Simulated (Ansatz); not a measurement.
This script makes a check of PAW against all-electron LAPW of YHSe, space group P-6m2 with Ansatz 0.2.0 through its Python package.

Input file `yhse.extxyz`:
```text
3
Lattice="3.84093134 0.0 0.0 -1.92046567 3.32634411 0.0 0.0 0.0 3.91554956" Properties=species:S:1:pos:R:3 pbc="T T T"
Y     0.00000000    0.00000000    0.00000000
H    -0.00000002    2.21756275    0.00000000
Se    1.92046569    1.10878136    1.95777478
```

`paw_lapw_yhse.py`
```python
# -*- coding: utf-8 -*-
"""Checking the PAW result for YHSe with LAPW."""

import ansatz as az
import numpy as np

SMEARING = "Fixed"


def count_gap(report):
    # lowest empty less highest filled band, counting bands; zero where they overlap
    return max(report.get("gap_by_band_count_ev") or 0.0, 0.0)

cell = az.Crystal.from_extxyz("yhse.extxyz")

model = (
    cell.calculation()
    .functional(az.Functional.LDA)
    .occupations(SMEARING)
    .kpoints(6)
    .stress()
    .forces()
    .band_table()
)
variants = {
    "PAW": model.pseudopotentials("paw"),
    "LAPW": model.pseudopotentials("all_electron", lapw=True),
}
# totals differ by the cores that each treatment holds, so compare what does not depend on them
rows = []
for label, variant in variants.items():
    report = variant.run().report
    levels = np.array(report["eigenvalues_ev"][0]) - report["fermi_energy_ev"]
    print(label, "levels at the first k-point near E_F:", np.round(levels[np.abs(levels) < 5], 3))
    rows.append((label, report["n_electrons"], np.trace(report["stress_gpa"]) / 3, float(np.abs(report["forces_ev_ang"]).max()), count_gap(report)))
lines = [",".join(["treatment", "electrons in bands", "P GPa", "max force component eV/A", "gap by band count eV"])] + [",".join(f"{v:.4f}" if isinstance(v, float) else str(v) for v in row) for row in rows]
print("\n".join(lines))
with open("paw_lapw.csv", "w") as handle:
    handle.write("\n".join(lines) + "\n")
```

How well do the two treatments of the cores agree on the pressure?

PAW gives -5.595 GPa and LAPW -5.587 GPa, 0.008 GPa apart. They took 2.2 and 19.6 s of processor time.

What the script printed:

```console
$ python paw_lapw_yhse.py
DeckWarning: basis.ecutwfc = 420 eV, auto-derived from the records' recommended cutoffs: set by Y (normal level)
PAW levels at the first k-point near E_F: [-3.577 -1.681 -1.56  -1.56   1.365  3.74   3.74   3.938]
LAPW levels at the first k-point near E_F: [-3.578 -1.68  -1.56  -1.56   1.365  3.74   3.74   3.939  3.939]
treatment,electrons in bands,P GPa,max force component eV/A,gap by band count eV
PAW,28.0000,-5.5952,0.0000,1.3654
LAPW,54.0000,-5.5873,0.0000,1.3652
```
(Warnings from the package without file and line.)

Reading the output:
- The computed bands are complete only to about 3.7 eV above the Fermi level.
- With fixed filling the reported Fermi level is the top filled level among the k-points of the SCF.
- At these settings the cell as given stands under about -6 GPa, so it isn't at this functional's equilibrium volume.
- This cell is a computed structure, which may not be the phase found in nature.
- Levels are Kohn-Sham eigenvalues on this mesh, without spin-orbit coupling.
- Pressure is positive in compression; the treatments may keep other shells as core, so totals and counts of electrons can differ.
- Wall time of the script: 23 s on 1 thread of Arm Neoverse V1 (shared host), peak memory 0.45 GiB.
